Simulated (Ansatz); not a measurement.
Hf2Pd2Se2Br2O3:

```
Hf Pd Se Br O
1.0
     5.76069    0.00496   -0.00286
    -0.52750    5.84664    0.03413
    -1.48435   -0.92642    6.64586
Hf Pd Se Br O
2 2 2 2 3
Direct
  0.74540 0.39602 0.34989
  0.28763 0.45322 0.59401
  0.90854 0.13294 0.84849
  0.25249 0.90323 0.35874
  0.63469 0.40355 0.93716
  0.62597 0.78174 0.53023
  0.85273 0.99089 0.15355
  0.22526 0.82084 0.86223
  0.96040 0.28925 0.59026
  0.43233 0.24524 0.40864
  0.07457 0.58308 0.36682
```

The cell was built by a generator and needn't be a form met in nature.

- Program: Ansatz 0.2.0
- Task: relaxation of cell and atoms
- Functional: r2SCAN
- Dispersion: D4
- Potentials or basis: Ansatz PAW
- Cutoff: 500 eV (not typed: the program's choice for these potentials)
- k mesh: 4 × 4 × 3
- Occupations: fermi-dirac, width 0.05 eV
- Spin: no spin polarisation

At the start: volume 20.36 Å³/atom.

Question: How do energy, volume and symmetry change on relaxing?

Answer: It ends after 7 steps and the volume is 19.77 Å³/atom (-2.9 %); space group P1 (No. 1, to 0.05 Å).

Step by step:
| step | energy change (eV) | largest force (eV/Å) | volume (Å³) |
| --- | --- | --- | --- |
| 1 | 0.0000 | 0.2708 | 224.01 |
| 2 | -0.0612 | 0.1599 | 218.28 |
| 3 | -0.0664 | 0.0702 | 217.55 |
| 4 | -0.0670 | 0.0159 | 217.48 |
| 5 | -0.0671 | 0.0115 | 217.46 |
| 6 | -0.0671 | 0.0077 | 217.46 |
| 7 | -0.0644 | 0.0076 | 217.46 |

Final structure:
```
CELL_PARAMETERS angstrom
5.68778 -0.01105 -0.01040
-0.53709 5.81511 0.02391
-1.47172 -0.92905 6.57503
ATOMIC_POSITIONS crystal
Hf 0.74449 0.39351 0.34815
Hf 0.28966 0.45426 0.59510
Pd 0.91180 0.13846 0.85359
Pd 0.25084 0.90179 0.35825
Se 0.63396 0.40548 0.93725
Se 0.62668 0.78015 0.52451
Br 0.84948 0.98937 0.15417
Br 0.22605 0.82229 0.86329
O 0.96098 0.29060 0.59166
O 0.43046 0.24288 0.40883
O 0.07560 0.58120 0.36523
```

Caveat: the plane-wave basis is chosen anew once the cell has moved, so the energies of steps on either side of that aren't comparable; the PAW data sets come from PBE, with cores solved anew for the run's functional, which leaves a small shift of forces and pressure.
